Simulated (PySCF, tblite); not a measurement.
**C6H8F2O: a rotation path, then NMR shifts on frames, part 1 of 2**

How do NMR shifts of C6H8F2O (`O=C=C(CF)CCCF`) change as the atoms move?

The runs use tblite 0.8.0 and PySCF 2.14.0, with density-fitted response routines of our own; the level of theory stands in each step. All values are computed, except where a source is named. Atoms count from 0, in the outputs and in this text.

### 1 Starting geometry

17 atoms, charge 0, multiplicity 1; geometry from: GFN2-xTB.

Bonds of the start (Å): O0–C1 1.16, C1–C2 1.30, C2–C3 1.50, C3–F4 1.38, C2–C5 1.51, C5–C6 1.53, C6–C7 1.52, C7–F8 1.38, C3–H9 1.09, C3–H10 1.09, C5–H11 1.09, C5–H12 1.09, C6–H13 1.09, C6–H14 1.09, C7–H15 1.09, C7–H16 1.10.

### 2 The rotation path with GFN2-xTB

What the job is given:

```
{"job": {"kind": "neb", "xc": "GFN2-xTB", "basis": "xTB", "atoms": [2, 5, 6, 7], "turn": 120}, "charge": 0, "multiplicity": 1}
O      2.767795    -1.777207    -1.293905
C      2.116123    -0.964457    -0.780625
C      1.399946    -0.015583    -0.254436
C      1.915140     0.763432     0.920621
F      1.513869     0.199343     2.118676
C     -0.024500     0.219602    -0.710115
C     -1.037538    -0.375588     0.273889
C     -2.466509    -0.082695    -0.156780
F     -2.738920    -0.682750    -1.363714
H      1.508432     1.779473     0.914553
H      3.008082     0.788444     0.948047
H     -0.175427    -0.227268    -1.693623
H     -0.185893     1.297610    -0.794888
H     -0.888009     0.039076     1.270837
H     -0.894841    -1.456086     0.329546
H     -3.189310    -0.483672     0.560618
H     -2.635438     0.990356    -0.298611
```

Method: GFN2-xTB climbing-image nudged elastic band, gas phase.

Run with:

```sh
OMP_NUM_THREADS=1 python probes_run.py task.json out
```

The driver reads the jobs from task.json and runs them one after another.

The program printed:

```text
image   E - E0 / eV
  0       0.0000
  1       0.0106
  2       0.0413
  3       0.0793
  4       0.1065
  5       0.1095
  6       0.0888
  7       0.0648
  8       0.0518
```

It took 8.4 s on 1 thread, shared host.

The final band, with the dihedral C2–C5–C6–C7:

```tsv
image	dihedral (°)	energy (eV)	energy (kcal/mol)
0	177	0.000	0.0
1	191	0.011	0.2
2	205	0.041	1.0
3	219	0.079	1.8
4	233	0.107	2.5
5	246	0.109	2.5
6	260	0.089	2.0
7	274	0.065	1.5
8	286	0.052	1.2
```

### 3 Nuclear shieldings: image 0, PBE0/pcSseg-1

What the job is given:

```
{"job": {"kind": "nmr", "xc": "PBE0", "basis": "pcSseg-1", "pop": false}, "charge": 0, "multiplicity": 1}
O      2.767800    -1.777200    -1.293900
C      2.116100    -0.964500    -0.780600
C      1.399900    -0.015600    -0.254400
C      1.915100     0.763400     0.920600
F      1.513900     0.199300     2.118700
C     -0.024500     0.219600    -0.710100
C     -1.037500    -0.375600     0.273900
C     -2.466500    -0.082700    -0.156800
F     -2.738900    -0.682800    -1.363700
H      1.508400     1.779500     0.914600
H      3.008100     0.788400     0.948000
H     -0.175400    -0.227300    -1.693600
H     -0.185900     1.297600    -0.794900
H     -0.888000     0.039100     1.270800
H     -0.894800    -1.456100     0.329500
H     -3.189300    -0.483700     0.560600
H     -2.635400     0.990400    -0.298600
```

Level: GIAO PBE0/pcSseg-1 NMR shielding, non-relativistic, gas phase.

The program printed:

```text
coarse grid: 14736 points
cycle   1  E = -507.5115468105  dE =  1.253e+00  |g| = 8.630e-01  |ddm| = 3.686e+00
cycle   2  E = -507.2274121314  dE =  2.841e-01  |g| = 1.558e+00  |ddm| = 1.681e+00
cycle   3  E = -507.6277045676  dE = -4.003e-01  |g| = 2.821e-01  |ddm| = 1.189e+00
cycle   4  E = -507.6432397112  dE = -1.554e-02  |g| = 7.590e-02  |ddm| = 2.500e-01
cycle   5  E = -507.6443236398  dE = -1.084e-03  |g| = 1.648e-02  |ddm| = 6.665e-02
cycle   6  E = -507.6443832935  dE = -5.965e-05  |g| = 5.631e-03  |ddm| = 2.076e-02
cycle   7  E = -507.6443904373  dE = -7.144e-06  |g| = 1.650e-03  |ddm| = 5.538e-03
final grid: 144640 points
cycle   8  E = -507.7235400010  dE = -3.573e-05  |g| = 1.366e-02  |ddm| = 3.218e-02
cycle   9  E = -507.7234271662  dE =  1.128e-04  |g| = 2.791e-02  |ddm| = 2.662e-02
cycle  10  E = -507.7235751264  dE = -1.480e-04  |g| = 2.920e-03  |ddm| = 1.923e-02
cycle  11  E = -507.7235769464  dE = -1.820e-06  |g| = 3.903e-04  |ddm| = 2.267e-03
cycle  12  E = -507.7235769667  dE = -2.030e-08  |g| = 1.725e-04  |ddm| = 4.152e-04
cycle  13  E = -507.7235769714  dE = -4.634e-09  |g| = 3.235e-05  |ddm| = 1.280e-04
cycle  14  E = -507.7235769715  dE = -1.813e-10  |g| = 1.035e-05  |ddm| = 4.159e-05
converged SCF energy = -507.7235769715

GIAO shielding tensors (ppm)
atom      isotropic    diamagn.    paramagn.     s11        s22        s33       span
  0 O      -48.952     401.881    -450.832   -209.397    -86.823    149.366    358.763
  1 C      -15.131     260.979    -276.109   -102.468    -49.119    106.195    208.663
  2 C      153.642     262.672    -109.030    128.444    164.416    168.066     39.622
  3 C       98.167     233.122    -134.956     50.594     90.238    153.669    103.075
  4 F      388.408     475.614     -87.205    342.585    368.712    453.927    111.341
  5 C      156.203     245.695     -89.492    137.520    162.086    169.003     31.483
  6 C      147.205     248.952    -101.748    135.171    139.074    167.370     32.199
  7 C      100.163     240.676    -140.514     63.913     85.492    151.083     87.170
  8 F      423.789     473.201     -49.413    375.965    434.127    461.273     85.308
  9 H       26.580      27.225      -0.645     21.832     27.274     30.634      8.802
 10 H       25.901      25.684       0.218     20.392     26.711     30.600     10.208
 11 H       28.807      31.389      -2.582     23.319     29.525     33.577     10.258
 12 H       29.926      31.397      -1.471     24.856     29.393     35.529     10.673
 13 H       29.840      31.784      -1.944     24.641     30.772     34.106      9.465
 14 H       29.635      31.549      -1.914     25.802     29.362     33.742      7.940
 15 H       26.685      27.162      -0.477     21.860     27.169     31.026      9.166
 16 H       27.118      28.346      -1.228     22.557     27.723     31.075      8.519
```

It took 87 s on 1 thread, shared host.

The references, computed at this level on geometries of the same kind, shield at (ppm): ¹H TMS 31.72, ¹³C TMS 186.9, ¹⁹F CFCl3 170.9, ¹⁷O H2O 336.1. Their shielding less the atom's gives the shift. The references are single molecules in the gas phase, so shifts against H2O, NH3, PH3, H3PO4 or CFCl3 are not on the usual liquid scales and can be off by tens of ppm. Each atom is listed at this fixed geometry, with no averaging over motion; a spectrum would average atoms that exchange fast.

```tsv
atoms	environment	σ (ppm)	δ (ppm)
C1	central carbon of a ketene	-15.1	202.1
C3	allylic sp3 CH2 bonded to F	98.2	88.8
C7	sp3 CH2 bonded to F	100.2	86.8
C6	sp3 CH2	147.2	39.7
C2	terminal carbon of a ketene	153.6	33.3
C5	allylic sp3 CH2	156.2	30.7
H10	hydrogen on an allylic sp3 CH2 bonded to F	25.90	5.82
H9	hydrogen on an allylic sp3 CH2 bonded to F	26.58	5.14
H15	hydrogen on an sp3 CH2 bonded to F	26.69	5.03
H16	hydrogen on an sp3 CH2 bonded to F	27.12	4.60
H11	hydrogen on an allylic sp3 CH2	28.81	2.91
H14	hydrogen on an sp3 CH2	29.64	2.08
H13	hydrogen on an sp3 CH2	29.84	1.88
H12	hydrogen on an allylic sp3 CH2	29.93	1.79
O0	carbonyl oxygen	-49.0	385.0
F4	fluorine on an sp3 carbon	388.4	-217.5
F8	fluorine on an sp3 carbon	423.8	-252.8
```

Orbitals, density, ELF and potential are computed afterwards from the orbital file.

Frontier orbitals at PBE0/pcSseg-1, with the share of their density that lies nearest to each atom:

```tsv
orbital	energy (eV)	lies on
HOMO	-7.02	C2 43 %; O0 21 %; C1 16 %
LUMO	-1.18	C1 48 %; O0 27 %
```

ELF in a plane through or near 6 of the atoms.

Ten even steps from '0' (0.00) to '9' (1.00):
```
0000000000000000000000000000
0000000000000000000000000000
0000000000000000000000000000
0000000000000000000000000000
0000000000000000000000000000
0000000000000000000000000000
0000353222200027500000000000
0001999843410048610111100000
0004999936530036644466520000
0001899758864377387926300000
0000011025238689677244100000
0000000258646455311677740000
0000013532451253004888841000
0000135673430044003777520000
0000258887620011000111000000
0000158887410000000000000000
0000025664200000000000000000
0000000010000000000000000000
0000000000000000000000000000
0000000000000000000000000000
```
The map spans 11.5 Å across and 10.1 Å up, centred on the molecule. Atoms in the plane (x, y in Å): C1 (-1.9, -1.5), C2 (-1.4, -0.4), C3 (-2.1, 0.9), C7 (2.5, 0.1), F8 (2.9, -1.1), H10 (-3.1, 0.8).

On the surface of density 0.002 e/bohr³ the electrostatic potential runs, from the 1st to the 99th percentile, from -1.01 V near F8 to 1.28 V near H10.

### 4 NMR shieldings: image 2, PBE0/pcSseg-1

What the job is given:

```
{"job": {"kind": "nmr", "xc": "PBE0", "basis": "pcSseg-1", "pop": false}, "charge": 0, "multiplicity": 1}
O      2.501300    -1.787200    -1.488300
C      1.953600    -0.955100    -0.891700
C      1.367800     0.024200    -0.267500
C      2.007800     0.634500     0.944700
F      1.583900     0.012100     2.105000
C     -0.046500     0.427800    -0.625500
C     -1.073400    -0.129400     0.372800
C     -2.446800    -0.265700    -0.266200
F     -2.402800    -1.173500    -1.298700
H      1.718800     1.685200     1.042800
H      3.097100     0.536000     0.923300
H     -0.280300     0.047200    -1.620800
H     -0.102300     1.518600    -0.651500
H     -1.160100     0.516900     1.247000
H     -0.751000    -1.115500     0.710400
H     -3.180100    -0.642200     0.453100
H     -2.793800     0.678200    -0.698500
```

Method: GIAO PBE0/pcSseg-1 NMR shielding, non-relativistic, gas phase.

The program printed:

```text
coarse grid: 14736 points
cycle   1  E = -507.5104267021  dE =  1.253e+00  |g| = 8.623e-01  |ddm| = 3.685e+00
cycle   2  E = -507.2257919085  dE =  2.846e-01  |g| = 1.558e+00  |ddm| = 1.677e+00
cycle   3  E = -507.6265466882  dE = -4.008e-01  |g| = 2.818e-01  |ddm| = 1.189e+00
cycle   4  E = -507.6420659471  dE = -1.552e-02  |g| = 7.595e-02  |ddm| = 2.506e-01
cycle   5  E = -507.6431515360  dE = -1.086e-03  |g| = 1.644e-02  |ddm| = 6.672e-02
cycle   6  E = -507.6432109608  dE = -5.942e-05  |g| = 5.636e-03  |ddm| = 2.090e-02
cycle   7  E = -507.6432181293  dE = -7.169e-06  |g| = 1.646e-03  |ddm| = 5.696e-03
final grid: 144640 points
cycle   8  E = -507.7219445502  dE = -3.553e-05  |g| = 1.352e-02  |ddm| = 3.219e-02
cycle   9  E = -507.7218373120  dE =  1.072e-04  |g| = 2.736e-02  |ddm| = 2.595e-02
cycle  10  E = -507.7219785974  dE = -1.413e-04  |g| = 2.999e-03  |ddm| = 1.883e-02
cycle  11  E = -507.7219805342  dE = -1.937e-06  |g| = 3.726e-04  |ddm| = 2.362e-03
cycle  12  E = -507.7219805522  dE = -1.797e-08  |g| = 1.734e-04  |ddm| = 4.021e-04
cycle  13  E = -507.7219805570  dE = -4.832e-09  |g| = 3.152e-05  |ddm| = 1.341e-04
cycle  14  E = -507.7219805572  dE = -1.858e-10  |g| = 1.066e-05  |ddm| = 4.068e-05
converged SCF energy = -507.7219805572

GIAO shielding tensors (ppm)
atom      isotropic    diamagn.    paramagn.     s11        s22        s33       span
  0 O      -50.916     401.932    -452.848   -209.051    -91.827    148.129    357.180
  1 C      -15.684     261.195    -276.880   -102.514    -48.320    103.781    206.295
  2 C      151.318     263.004    -111.686    126.644    161.829    165.480     38.836
  3 C       98.697     232.989    -134.293     50.932     90.453    154.705    103.773
  4 F      386.419     476.082     -89.664    342.385    367.624    449.247    106.861
  5 C      160.208     246.193     -85.986    144.040    165.074    171.509     27.469
  6 C      146.305     248.827    -102.522    132.079    142.112    164.724     32.645
  7 C      101.977     240.245    -138.268     65.111     86.828    153.991     88.881
  8 F      426.152     474.191     -48.039    379.584    435.597    463.273     83.689
  9 H       26.578      27.149      -0.571     21.706     27.220     30.808      9.102
 10 H       25.928      25.680       0.248     20.405     26.699     30.681     10.276
 11 H       29.002      31.701      -2.699     23.559     29.569     33.878     10.319
 12 H       29.790      31.093      -1.303     24.979     28.490     35.902     10.923
 13 H       29.752      31.519      -1.767     25.673     29.605     33.979      8.306
 14 H       29.640      31.773      -2.133     25.193     30.641     33.088      7.894
 15 H       26.758      27.124      -0.366     21.922     27.008     31.346      9.424
 16 H       27.192      28.096      -0.904     22.484     27.414     31.679      9.195
```

It took 72 s on 1 thread, shared host.

In short: δ C1 202.6, C3 88.2, C7 84.9, C6 40.6, H10 5.79, H9 5.14 ppm.

(Continued in part 2 of 2.)
